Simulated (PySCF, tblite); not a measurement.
# C5H10FN3Si: geometry, infrared bands and NMR shifts

What infrared bands and NMR shifts should C5H10FN3Si (`CN[SiH2]n1c(F)cnc1C`) show?

Programs: tblite 0.8.0 and PySCF 2.14.0, with density-fitted response routines of our own. Each step states its level of theory. These are calculated values for one molecule in the gas phase, unless marked as measured. Atoms count from 0, in the outputs and in this text.

## (1) The starting structure

20 atoms, charge 0, multiplicity 1; geometry from: force field or distance geometry start.

Bonds of the start (Å): C0–N1 1.45, N1–Si2 1.78, Si2–N3 1.80, N3–C4 1.34, C4–F5 1.35, C4–C6 1.39, C6–N7 1.36, N7–C8 1.37, C8–C9 1.49, C8–N3 1.35, C0–H10 1.12, C0–H11 1.10, C0–H12 1.12, N1–H13 1.07, Si2–H14 1.47, Si2–H15 1.47, C6–H16 1.09, C9–H17 1.12, C9–H18 1.11, C9–H19 1.12.

## (2) Optimising the geometry with GFN2-xTB

Job settings and geometry (Å):

```
{"job": {"kind": "relax", "xc": "GFN2-xTB", "basis": "xTB"}, "charge": 0, "multiplicity": 1}
C      3.020000    -0.013800     0.722500
N      1.756700    -0.668600     0.431000
Si     0.878000     0.287100    -0.789300
N     -0.850400     0.530500    -0.349100
C     -1.459400     1.721300    -0.359100
F     -0.879000     2.885600    -0.729700
C     -2.782000     1.574400     0.033300
N     -2.931200     0.249600     0.306300
C     -1.746500    -0.389600     0.069500
C     -1.538200    -1.854000     0.254800
H      3.640100    -0.116100    -0.204500
H      3.515100    -0.531900     1.562300
H      2.878700     1.061800     0.987300
H      1.988100    -1.622300     0.009900
H      0.931800    -0.364800    -2.108800
H      1.542500     1.589300    -0.900400
H     -3.543700     2.348000     0.129100
H     -1.789100    -2.371000    -0.703400
H     -0.480500    -2.062400     0.527400
H     -2.156100    -2.242400     1.108100
```

On the command line:

```console
OMP_NUM_THREADS=1 python probes_run.py task.json out
```

The driver reads the jobs from task.json and runs them one after another.

**Question.** This job is followed by: GFN2-xTB harmonic vibrations, gas phase; GIAO PBE0/pcSseg-1 NMR shielding, non-relativistic, gas phase. Predict these results of the whole session: strongest single infrared mode (GFN2-xTB); zero-point energy (GFN2-xTB); 13C shifts against TMS (PBE0/pcSseg-1); 1H shifts against TMS (PBE0/pcSseg-1, means over atoms taken as alike); 15N shifts against NH3 (PBE0/pcSseg-1); 29Si shifts against TMS (PBE0/pcSseg-1); 19F shifts against CFCl3 (PBE0/pcSseg-1).

As calculated:

| quantity | value |
| --- | --- |
| strongest single infrared mode (GFN2-xTB) | 2180 cm⁻¹, 317 km/mol |
| zero-point energy (GFN2-xTB) | 93.3 kcal/mol |
| 13C shifts against TMS (PBE0/pcSseg-1) | 159.3, 140.6, 112.1, 29.2, 18.6 ppm |
| 1H shifts against TMS (PBE0/pcSseg-1, means over atoms taken as alike) | 6.59, 5.41, 2.79, 2.39, 0.09 ppm |
| 15N shifts against NH3 (PBE0/pcSseg-1) | 306.5, 176.1, 15.9 ppm |
| 29Si shifts against TMS (PBE0/pcSseg-1) | -44.4 ppm |
| 19F shifts against CFCl3 (PBE0/pcSseg-1) | -154.0 ppm |

In words: Relaxing lowered the energy by 0.860 eV in 167 steps; the close pair that moved most is N1–Si2, from 1.782 to 1.708 Å. All 54 modes are real, so the xTB geometry is a minimum. The strongest single mode, at 2180 cm⁻¹, moves mainly H14. GFN2-xTB is a fitted tight-binding method: band positions and strengths are rough. Its intensities can rank the bands wrongly. At PBE0/pcSseg-1: Shielding is most anisotropic at N7 (span 466 ppm, paramagnetic term -376 ppm). NICS(1)zz of -24 ppm above the planar ring from N3 marks a diatropic (aromatic) ring current.
